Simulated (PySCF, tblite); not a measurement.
# C3H7FO3Si: geometry, infrared bands and NMR shifts

Wanted: the infrared bands and NMR shifts of C3H7FO3Si (`O[SiH2]O[C@@H]1C[C@@H](F)O1`), by calculation.

Programs: tblite 0.8.0 and PySCF 2.14.0, with density-fitted response routines of our own. Each step states its level of theory. These are calculated values for one molecule in the gas phase, unless marked as measured. Atoms are numbered from 0 throughout.

**1. The molecule as given**

15 atoms, charge 0, multiplicity 1; geometry from: force field or distance geometry start.

Bonds of the start (Å): O0–Si1 1.65, Si1–O2 1.66, O2–C3 1.42, C3–C4 1.52, C4–C5 1.53, C5–F6 1.35, C5–O7 1.44, O7–C3 1.44, O0–H8 0.97, Si1–H9 1.48, Si1–H10 1.49, C3–H11 1.11, C4–H12 1.10, C4–H13 1.09, C5–H14 1.09.

**2. Relaxing the molecule with GFN2-xTB**

What the job is given:

```
{"job": {"kind": "relax", "xc": "GFN2-xTB", "basis": "xTB"}, "charge": 0, "multiplicity": 1}
O     -2.712200    -0.512700    -0.134400
Si    -2.118800     0.371700     1.121000
O     -0.663000     1.040400     0.672200
C      0.400900     0.162800     0.321300
C      1.658200     0.831500    -0.212100
C      1.557500    -0.214000    -1.327100
F      2.394100    -1.267400    -1.208100
O      0.212000    -0.540800    -0.925300
H     -2.048400    -0.757900    -0.796200
H     -3.074200     1.429700     1.510600
H     -1.881000    -0.534900     2.278800
H      0.625800    -0.559000     1.139100
H      1.519200     1.866700    -0.544500
H      2.548400     0.758900     0.414200
H      1.577100     0.220600    -2.331400
```

Run with:

```sh
> OMP_NUM_THREADS=1 python probes_run.py task.json out
```

The driver reads the jobs from task.json and runs them one after another.

**Question.** This job is followed by: GFN2-xTB harmonic vibrations, gas phase; GIAO PBE0/pcSseg-1 NMR shielding, non-relativistic, gas phase. Predict these results of the whole session: strongest single infrared mode (GFN2-xTB); zero-point energy (GFN2-xTB); ¹³C shifts against TMS (PBE0/pcSseg-1); ¹H shifts against TMS (PBE0/pcSseg-1); ¹⁷O shifts against H2O (PBE0/pcSseg-1); ²⁹Si shifts against TMS (PBE0/pcSseg-1); ¹⁹F shifts against CFCl3 (PBE0/pcSseg-1); surface potential, 1st and 99th percentile.

**Answer**, as computed:

```
                                 quantity                                         value
strongest single infrared mode (GFN2-xTB)                          830 cm⁻¹, 530 km/mol
             zero-point energy (GFN2-xTB)                                 63.9 kcal/mol
   ¹³C shifts against TMS (PBE0/pcSseg-1)                        114.1, 102.1, 44.8 ppm
    ¹H shifts against TMS (PBE0/pcSseg-1)  6.45, 6.41, 5.22, 4.82, 2.97, 2.83, 2.78 ppm
   ¹⁷O shifts against H2O (PBE0/pcSseg-1)                        165.6, 124.2, 45.8 ppm
  ²⁹Si shifts against TMS (PBE0/pcSseg-1)                                     -28.4 ppm
 ¹⁹F shifts against CFCl3 (PBE0/pcSseg-1)                                    -128.6 ppm
    surface potential, 1st and 99th percentile                            -1.34 V and 1.52 V
```

In words: The optimisation took 69 steps and gained 0.346 eV; among the close pairs (by a distance rule), O2–C3 changed most, from 1.423 to 1.352 Å. No mode is imaginary among the 39: a minimum at this level. The strongest single mode, at 830 cm⁻¹, moves mainly H8. Unscaled tight-binding wavenumbers are off by several per cent, some by more. Its intensities can rank the bands wrongly. The most deshielded hydrogen is H11 (hydrogen on an sp3 carbon bearing two oxygens), at 6.45 ppm: its carbon carries O, an electronegative neighbour. At PBE0/pcSseg-1: The largest span, 148 ppm, is at O2, where the paramagnetic term is -188 ppm.
